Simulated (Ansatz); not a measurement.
# AlBrCl₂ + H₂: a complex and its separated parts

Aim: how far the complex at one end of a reaction step lies below its separated, relaxed parts, level by level.

The runs use Ansatz 0.2.0, Gaussian basis; PBE0-D4/def2-TZVP structures, single points in def2-TZVPP, no counterpoise correction.

Levels: SPW92, PBE-D4, BLYP-D4, r2SCAN-D4, B97M-V, PBE0-D4, B3LYP-D4, r2SCAN0-D4, BHLYP-D4, CAM-B3LYP-D4, wB97X-V, wB97M-V, B2PLYP, PBE-QIDH, RPA on PBE, Hartree-Fock, MP2, CCSD, CCSD(T).

Correlated methods freeze the cores. Filled d shells of the heavier atoms are correlated. B3LYP uses VWN-RPA correlation. B2PLYP carries no dispersion term here.

20 further runs of the same task are left out: 20 set aside as unsound or not needed.

## Step 1: Where the work starts

The complex: 6 atoms, charge 0, spin multiplicity 1.

Atoms are counted from 1 here; the program's logs count them from 0.

Bond lengths: Al1–Br2 2.236 Å, Al1–Cl3 2.078 Å, Al1–Cl4 2.078 Å, H5–H6 0.757 Å. Angles: Br2–Al1–Cl3 119.8°, Br2–Al1–Cl4 119.8°, Cl3–Al1–Cl4 119.1°.

As a file:

```
Al   -0.6660   -0.1127    0.0188
Br   -0.3568   -1.9902    1.1935
Cl   -0.8959   -0.2113   -2.0440
Cl   -1.1292    1.6568    1.0046
H     1.5882    0.0162    0.1170
H     1.4598    0.6412   -0.2899
```

Its parts: AlBrCl₂ holds atoms 1, 2, 3, 4; H₂ holds atoms 5, 6. Each part counts its atoms afresh in its own runs.

## Step 2: Relaxing AlBrCl₂ alone

Contents of relax-a/in.yaml:

```yaml
crystal:
  periodic: [false, false, false]
  atoms:
    - {symbol: Al, position_ang: [-0.666044, -0.112659, 0.018751]}
    - {symbol: Br, position_ang: [-0.356775, -1.990208, 1.193491]}
    - {symbol: Cl, position_ang: [-0.895908, -0.211306, -2.044007]}
    - {symbol: Cl, position_ang: [-1.129242, 1.656782, 1.004565]}
basis:
  gaussian: {orbitals: def2-TZVP}
hamiltonian: {xc: pbe0, dispersion: d4}
relax: {f_tol: 0.005, max_steps: 200}
```

No record of the launch command was kept for these runs.

After this run come: Relaxing H₂ alone; wB97M-V/def2-TZVPP; CCSD(T)/def2-TZVPP; Vibrations of AlBrCl₂; Vibrations of H₂.

What does the calculation give? Wanted: complex less parts, CCSD(T)/def2-TZVPP; with zero-point energy; largest T1 diagnostic.

The runs gave:

```
                              quantity      value
complex less parts, CCSD(T)/def2-TZVPP  -0.069 eV
                with zero-point energy  +0.018 eV
                 largest T1 diagnostic      0.007
```

What this shows: At CCSD(T) the complex lies 0.069 eV below its parts. The functionals run from B97M-V, off by -0.001 eV, to SPW92, off by -0.192 eV, against CCSD(T). Mean unsigned error by rung: LDA 0.192, GGA 0.041, meta-GGA 0.019, hybrid 0.033, range-separated hybrid 0.034, double hybrid 0.037 eV. PBE-D4 gives a relative energy 0.049 eV too low, an error of 70 % of the reference. No counterpoise was applied, and triple zeta lacks some correlation, so the CCSD(T) reference has a basis error of its own, and close matches with it are partly luck.
